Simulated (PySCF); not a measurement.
# Cr¹²⁺, Cr¹³⁺: ionisation energies in even-tempered 18s11p5d4f

Each state of chromium is computed at each level; their differences give the ionisation energy. How far do the methods differ?

Program: PySCF 2.14.0. Level of theory: unrestricted determinants in a Gaussian basis, no spin-orbit coupling in the energies. These are calculated values, not measurements, unless marked.

**1. The system**

```
Element                                   : chromium (Z = 24)
Basis                                     : an even-tempered Gaussian basis (18 s from 0.81 bohr⁻², ratio 2.5; 11 p from 1.1 bohr⁻², ratio 2.5; 5 d from 4.4 bohr⁻², ratio 2.7; 4 f from 6.6 bohr⁻², ratio 2.7)
Hamiltonian                               : scalar relativity by spin-free X2C-1e
State 1                                   : Cr¹²⁺: [Ne] 3s2, closed-shell 1S
State 2                                   : Cr¹³⁺: [Ne] 3s1, 2S determinant
Needed too, but not shown                 : Cr¹⁴⁺ [Ne] (1S)
Methods                                   : UHF, LDA, PBE, PBE0, r2SCAN, revPBE, BP86, MP2
Core shells frozen in the correlated runs : outer shells: 1s2 (for Cr¹²⁺)
```

Outer shells as boxes (Hund's rule):

Cr12+ [Ne] 3s2
```
[Ne] core
3s [↑↓]
```

Cr13+ [Ne] 3s1
```
[Ne] core
3s [↑ ]
```

One driver process ran all states and methods and kept the integrals in memory. Each run is shown as a PySCF script that sums up its settings (the driver passes frozen orbitals as a list and adds second-order terms of double hybrids); the logs are those of the runs themselves. The driver starts from symmetry-adapted Hartree-Fock orbitals, holds the occupation by maximum overlap and uses a logarithmic radial grid for functionals, so a plain start would take other cycles.

The integrals over 104 functions and the set-up took 0.26 s of CPU time.

**2. Cr¹²⁺**

UHF:

File input.py:

```python
from pyscf import gto, scf, dft, mp, cc
mol = gto.M(atom="Cr 0 0 0", charge=12, spin=0, symmetry="D2h",
            basis=gto.etbs([(0, 18, 0.81, 2.5), (1, 11, 1.1, 2.5), (2, 5, 4.4, 2.7), (3, 4, 6.6, 2.7)]),
            nucmod="G")
mf = scf.UHF(mol).sfx2c1e()
mf.irrep_nelec = {'Ag': (3, 3), 'B1u': (1, 1), 'B2u': (1, 1), 'B3u': (1, 1)}
mf.kernel()
```

LDA:

input.py, as changed from the run before:

```diff
@@ -4,3 +4,3 @@
             nucmod="G")
-mf = scf.UHF(mol).sfx2c1e()
+mf = dft.UKS(mol, xc="LDA,VWN").sfx2c1e()
 mf.irrep_nelec = {'Ag': (3, 3), 'B1u': (1, 1), 'B2u': (1, 1), 'B3u': (1, 1)}
```

PBE:

input.py, as changed from the run before:

```diff
@@ -4,3 +4,3 @@
             nucmod="G")
-mf = dft.UKS(mol, xc="LDA,VWN").sfx2c1e()
+mf = dft.UKS(mol, xc="PBE").sfx2c1e()
 mf.irrep_nelec = {'Ag': (3, 3), 'B1u': (1, 1), 'B2u': (1, 1), 'B3u': (1, 1)}
```

PBE0:

input.py, as changed from the run before:

```diff
@@ -4,3 +4,3 @@
             nucmod="G")
-mf = dft.UKS(mol, xc="PBE").sfx2c1e()
+mf = dft.UKS(mol, xc="PBE0").sfx2c1e()
 mf.irrep_nelec = {'Ag': (3, 3), 'B1u': (1, 1), 'B2u': (1, 1), 'B3u': (1, 1)}
```

r2SCAN:

input.py, as changed from the run before:

```diff
@@ -4,3 +4,3 @@
             nucmod="G")
-mf = dft.UKS(mol, xc="PBE0").sfx2c1e()
+mf = dft.UKS(mol, xc="R2SCAN").sfx2c1e()
 mf.irrep_nelec = {'Ag': (3, 3), 'B1u': (1, 1), 'B2u': (1, 1), 'B3u': (1, 1)}
```

revPBE:

input.py, as changed from the run before:

```diff
@@ -4,3 +4,3 @@
             nucmod="G")
-mf = dft.UKS(mol, xc="R2SCAN").sfx2c1e()
+mf = dft.UKS(mol, xc="PBE_R,PBE").sfx2c1e()
 mf.irrep_nelec = {'Ag': (3, 3), 'B1u': (1, 1), 'B2u': (1, 1), 'B3u': (1, 1)}
```

BP86:

input.py, as changed from the run before:

```diff
@@ -4,3 +4,3 @@
             nucmod="G")
-mf = dft.UKS(mol, xc="PBE_R,PBE").sfx2c1e()
+mf = dft.UKS(mol, xc="B88,P86").sfx2c1e()
 mf.irrep_nelec = {'Ag': (3, 3), 'B1u': (1, 1), 'B2u': (1, 1), 'B3u': (1, 1)}
```

MP2 (outer shells):

input.py, as changed from the run before:

```diff
@@ -4,4 +4,5 @@
             nucmod="G")
-mf = dft.UKS(mol, xc="B88,P86").sfx2c1e()
+mf = scf.UHF(mol).sfx2c1e()
 mf.irrep_nelec = {'Ag': (3, 3), 'B1u': (1, 1), 'B2u': (1, 1), 'B3u': (1, 1)}
 mf.kernel()
+mp.UMP2(mf, frozen=1).kernel()
```

**3. Cr¹³⁺: the ladder of methods**

UHF:

File input.py:

```python
from pyscf import gto, scf, dft, mp, cc
mol = gto.M(atom="Cr 0 0 0", charge=13, spin=1, symmetry="D2h",
            basis=gto.etbs([(0, 18, 0.81, 2.5), (1, 11, 1.1, 2.5), (2, 5, 4.4, 2.7), (3, 4, 6.6, 2.7)]),
            nucmod="G")
mf = scf.UHF(mol).sfx2c1e()
mf.irrep_nelec = {'Ag': (3, 2), 'B1u': (1, 1), 'B2u': (1, 1), 'B3u': (1, 1)}
mf.kernel()
```

LDA:

input.py, as changed from the run before:

```diff
@@ -4,3 +4,3 @@
             nucmod="G")
-mf = scf.UHF(mol).sfx2c1e()
+mf = dft.UKS(mol, xc="LDA,VWN").sfx2c1e()
 mf.irrep_nelec = {'Ag': (3, 2), 'B1u': (1, 1), 'B2u': (1, 1), 'B3u': (1, 1)}
```

PBE:

input.py, as changed from the run before:

```diff
@@ -4,3 +4,3 @@
             nucmod="G")
-mf = dft.UKS(mol, xc="LDA,VWN").sfx2c1e()
+mf = dft.UKS(mol, xc="PBE").sfx2c1e()
 mf.irrep_nelec = {'Ag': (3, 2), 'B1u': (1, 1), 'B2u': (1, 1), 'B3u': (1, 1)}
```

PBE0:

input.py, as changed from the run before:

```diff
@@ -4,3 +4,3 @@
             nucmod="G")
-mf = dft.UKS(mol, xc="PBE").sfx2c1e()
+mf = dft.UKS(mol, xc="PBE0").sfx2c1e()
 mf.irrep_nelec = {'Ag': (3, 2), 'B1u': (1, 1), 'B2u': (1, 1), 'B3u': (1, 1)}
```

r2SCAN:

input.py, as changed from the run before:

```diff
@@ -4,3 +4,3 @@
             nucmod="G")
-mf = dft.UKS(mol, xc="PBE0").sfx2c1e()
+mf = dft.UKS(mol, xc="R2SCAN").sfx2c1e()
 mf.irrep_nelec = {'Ag': (3, 2), 'B1u': (1, 1), 'B2u': (1, 1), 'B3u': (1, 1)}
```

revPBE:

input.py, as changed from the run before:

```diff
@@ -4,3 +4,3 @@
             nucmod="G")
-mf = dft.UKS(mol, xc="R2SCAN").sfx2c1e()
+mf = dft.UKS(mol, xc="PBE_R,PBE").sfx2c1e()
 mf.irrep_nelec = {'Ag': (3, 2), 'B1u': (1, 1), 'B2u': (1, 1), 'B3u': (1, 1)}
```

BP86:

input.py, as changed from the run before:

```diff
@@ -4,3 +4,3 @@
             nucmod="G")
-mf = dft.UKS(mol, xc="PBE_R,PBE").sfx2c1e()
+mf = dft.UKS(mol, xc="B88,P86").sfx2c1e()
 mf.irrep_nelec = {'Ag': (3, 2), 'B1u': (1, 1), 'B2u': (1, 1), 'B3u': (1, 1)}
```

MP2 (outer shells):

input.py, as changed from the run before:

```diff
@@ -4,4 +4,5 @@
             nucmod="G")
-mf = dft.UKS(mol, xc="B88,P86").sfx2c1e()
+mf = scf.UHF(mol).sfx2c1e()
 mf.irrep_nelec = {'Ag': (3, 2), 'B1u': (1, 1), 'B2u': (1, 1), 'B3u': (1, 1)}
 mf.kernel()
+mp.UMP2(mf, frozen=1).kernel()
```

**Question.** What will these runs give?

**Answer**, as computed:

| quantity | value |
| --- | --- |
| ionisation energy, Cr¹²⁺ | UHF 351.54, MP2 (outer shells) 353.68 eV; reference 354.7 ± 0.3 |
| ionisation energy, Cr¹³⁺ | UHF 383.59, MP2 (outer shells) 384.17 eV; reference 384.16 |

In words: For the first difference the methods span 2.818 eV, from UHF (351.54) to PBE (354.36). The reference is uncertain or not like for like (spin-orbit coupling or other relativistic terms), so no ranking of close methods is drawn. All values hold for this basis alone; no basis-set limit was taken.
